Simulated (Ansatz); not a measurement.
**CoF+ (quartet): wave-function methods side by side, def2-SVP**

An exercise on one series of results from a longer session: the logs are not shown, and one member is left open.

Method: def2-SVP, core rule «outside noble gas», up to 10 orbitals frozen; program: Ansatz 0.2.0, Gaussian basis.

Plan: UHF; CCSD(T) on ROHF; CCSD(T) on UHF; CISD; CCSDT(Q) on ROHF; CCSDT(Q) on UHF.

16 further runs of the same task are left out: 2 for a known fault of the program, 5 that didn't finish, 9 set aside as unsound or not needed.

**The geometry**

The geometry is a PBE0/def2-TZVP stationary point (not a proven minimum) of the parent state, kept for this charge and spin.

2 atoms, charge 1, spin multiplicity 4.

Atoms are counted from 1 here; the program's logs count them from 0.

Bond lengths: Co1–F2 1.776 Å.

Set-up of the first run:

in.yaml reads:

```yaml
crystal:
  periodic: [false, false, false]
  atoms:
    - {symbol: Co, position_ang: [0.000000, 0.000000, 0.000000]}
    - {symbol: F, position_ang: [0.000000, 0.000000, 1.775600]}
basis:
  gaussian: {orbitals: def2-SVP}
total_charge: 1
magnetization: {spin_polarized: true, initial_magnetization: 3}
hamiltonian: {xc: hf}
output: {orbitals: {seedname: orbitals}}
```

Launch:

```sh
$ ansatz run in.yaml --threads 1 --pin off --events-out ev --progress --plain --max-ram 2393MiB
```

Steps of the session up to this table: UHF; CCSD(T) on ROHF; CCSD(T) on UHF; CISD; CCSDT(Q) on ROHF; CCSDT(Q) on UHF.

One of the session's tables, all rows but one given; the rest of the session is left out.

```
   method  from RCCSDT(Q) (meV)
     ROHF               +9464.2
      UHF               +9296.5
     RMP2                +503.2
     UMP2                +379.5
     CISD                +879.7
    RCCSD                     ?
    UCCSD                +201.9
 RCCSD(T)                 +81.7
 UCCSD(T)                  -5.6
   RCCSDT                 +24.0
   UCCSDT                 -42.0
RCCSDT(Q)                     0
UCCSDT(Q)                 -75.4
```

Q: Estimate the row for RCCSD from the others.

As computed: from RCCSDT(Q) (meV): +289.5. In the column «from RCCSDT(Q) (meV)» it lies between UCCSD (+201.9) and UMP2 (+379.5).

Limits of these values: Restricted and unrestricted rows rest on different reference determinants; where their highest levels disagree by more than a few hundredths of an eV, they describe different states and don't form one ladder.
